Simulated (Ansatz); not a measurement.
Runs of Ansatz 0.2.0 on NiMoIrPdW. It takes space group Cm (No. 8, monoclinic). The conventional cell has a = 4.689 Å, b = 2.863 Å, c = 11.144 Å, α = 90.00°, β = 101.20°, γ = 90.00°. Around Ni (site symmetry m) lie 3 Ir at 2.59 to 2.61 Å and 3 Pd at 2.67 to 2.68 Å and 6 Ni at 2.75 to 2.86 Å. Around Mo (site symmetry m) lie 3 Ir at 2.68 Å and 6 Mo at 2.75 to 2.86 Å and 2 W at 2.78 Å. Pd (site symmetry m) is surrounded by 3 Ni at 2.67 to 2.68 Å and 3 W at 2.74 to 2.75 Å and 6 Pd at 2.75 to 2.86 Å. Ir (site symmetry m) has 3 Ni at 2.59 to 2.61 Å and 3 Mo at 2.68 Å and 6 Ir at 2.75 to 2.86 Å as nearest neighbours. W (site symmetry m) has 3 Pd at 2.74 to 2.75 Å and 6 W at 2.75 to 2.86 Å and 2 Mo at 2.78 Å as nearest neighbours. The cell was built by a generator and needn't be a form met in nature.

```csv
task,level,potentials or basis,U,cell,k mesh,cutoff (eV),hubbard projectors,double counting,points for each segment of the path,mesh quality,gap on the mesh (eV),pressure (GPa),moment (μB),relaxed volume (Å³/atom),largest force (eV/Å)
projected density of states,PBE+U,Ansatz PAW,"Ir d U = 4 eV, Mo d U = 4 eV, Ni d U = 4 eV, Pd d U = 4 eV, W d U = 4 eV",as given,11 × 11 × 3,420,ortho-atomic (the default),fll (the default),-,not flagged,none,6.0,(b),-,0.53
relaxation of cell and atoms,PBE+D3(BJ)+ATM,Ansatz PAW,-,relaxed,8 × 8 × 2,420,-,-,-,not flagged,none,0.0,0.00,14.37,-
single point,PBE,JTH PAW,-,as given,11 × 11 × 3,2400,-,-,-,not flagged,none,0.2,0.00,-,0.08
band structure,BLYP,Ansatz PAW,-,as given,11 × 11 × 3,420,-,-,14,not flagged,none,11.1,0.00,-,(c)
relaxation of cell and atoms,PBE+D4,Ansatz PAW,-,relaxed,8 × 8 × 2,420,-,-,-,not flagged,none,0.0,0.00,14.34,-
relaxation of cell and atoms,PBE+D3(BJ),Ansatz PAW,-,relaxed,8 × 8 × 2,420,-,-,-,not flagged,none,0.0,0.00,14.27,-
relaxation of cell and atoms,PBEsol,Ansatz PAW,-,relaxed,8 × 8 × 2,420,-,-,-,not flagged,none,0.0,0.00,14.14,-
single point,HSE03,Ansatz PAW,-,as given,5 × 5 × 1,420,-,-,-,coarse,none,-,0.35,-,(a)
band structure,r2SCAN,Ansatz PAW,-,as given,11 × 11 × 3,500,-,-,14,not flagged,none,-4.8,0.48,-,0.13
relaxation of cell and atoms,BLYP,Ansatz PAW,-,relaxed,8 × 8 × 2,420,-,-,-,not flagged,none,0.0,0.00,15.36,-
band structure,revPBE,Ansatz PAW,-,as given,11 × 11 × 3,420,-,-,14,not flagged,none,2.9,0.00,-,0.11
single point,PBE,Ansatz NC with PseudoDojo standard (PBE files),-,as given,11 × 11 × 3,1400,-,-,-,not flagged,none,0.0,0.00,-,0.08
```

Alike in all rows: spin collinear, ferromagnetic start; smearing fermi-dirac 0.05 eV.

Problem. Fill in the values left out.

Solution. (a) 0.62; (b) 1.34; (c) 0.24.

Caveats: some runs use coarse meshes; the PAW data sets come from PBE, with cores solved anew for the run's functional, which leaves a small shift of forces and pressure (some runs); the plane-wave basis is chosen anew once the cell has moved, so the energies of steps on either side of that aren't comparable (some runs); the magnetic or orbital state may not be the lowest (some runs); pairwise dispersion overbinds metals, which lowers pressure and volume (some runs); the potentials were made for another functional, which shifts forces and pressure (some runs); the U is typed as a test and isn't derived for this compound (some runs); the density of states is complete only up to the lowest level of the last band computed (some runs).

A k mesh can miss the band edges, and the runs leave out spin-orbit coupling on Ir, Mo, Pd, W.

A gap of «none» marks a metal or a gap under the smearing width.

Not every run made on this cell is shown here.
